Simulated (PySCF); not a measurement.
# Solver options tried on InB⁺

Do solver options change the result for InB⁺, or only the number of cycles?

The runs use PySCF 2.14.0; each script names its method and basis.

6 further runs of the same task are left out: 3 for a known fault of the program, 3 that didn't finish.

## 1. Where the work starts

InB⁺: 2 atoms, charge 1, spin multiplicity 2.

Bond lengths: In1–B2 2.305 Å.

## 2. The base run

input.py reads:

```python
from pyscf import gto, scf

mol = gto.M(
    atom='In 0 0 0; B 0 0 2.305',
    basis='ano-rcc-vdzp',
    charge=1,
    spin=1,
    verbose=3,
)
mf = scf.UHF(mol)
mf = mf.sfx2c1e()
mf = mf.newton()
mf.kernel()
mf.analyze()
print('orbital energies (hartree):', [e[max(0, n-3):n+3].round(4) for e, n in zip(mf.mo_energy, mol.nelec)])
```

On the command line:

```
$ OMP_NUM_THREADS=1 python input.py
```

The log of this run is left out.

Base result: E(SCF) = -5902.530212 Eh, ⟨S²⟩ = 1.201.

⟨S²⟩ = 1.20 against 0.75 for a pure state: the determinant is spin-contaminated. The bond length is a typed value, not an optimised one. The dipole of an ion depends on the origin.

## 3. DIIS space 12

Run 1 changes DIIS space: default → 12.

input.py reads:

```python
from pyscf import gto, scf

mol = gto.M(
    atom='In 0 0 0; B 0 0 2.305',
    basis='ano-rcc-vdzp',
    charge=1,
    spin=1,
    verbose=3,
)
mf = scf.UHF(mol)
mf = mf.sfx2c1e()
mf.diis_space = 12
mf = mf.newton()
mf.kernel()
mf.analyze()
print('orbital energies (hartree):', [e[max(0, n-3):n+3].round(4) for e, n in zip(mf.mo_energy, mol.nelec)])
```

On the command line:

```
$ OMP_NUM_THREADS=1 python input.py
```

## 4. DIIS space off

Run 2 changes DIIS space: default → off.

input.py: that of step 2 with these lines changed.

```diff
@@ -11,2 +11,3 @@
 mf = mf.sfx2c1e()
+mf.diis = False
 mf = mf.newton()
```

## 5. Convergence threshold 1e-07 hartree

Run 3 changes convergence threshold: default → 1e-07 hartree.

input.py: that of step 2 with these lines changed.

```diff
@@ -11,2 +11,3 @@
 mf = mf.sfx2c1e()
+mf.conv_tol = 1e-07
 mf = mf.newton()
```

**Question.** What will these runs give? Wanted: for each run, E(SCF); from base; gap, α spin.

**Answer**, as computed:

```
                                run  E(SCF) (hartree)  from base (eV)  gap, α spin (eV)
                               base      -5902.530212               0              8.94
                      DIIS space 12      -5902.530212          0.0000              8.94
                     DIIS space off      -5902.530212          0.0000              8.94
convergence threshold 1e-07 hartree      -5902.530212          0.0000              8.94
```

What this shows: The SCF energy stays the same, to the digits that matter, with DIIS space 12 or DIIS space off or convergence threshold 1e-07 hartree.
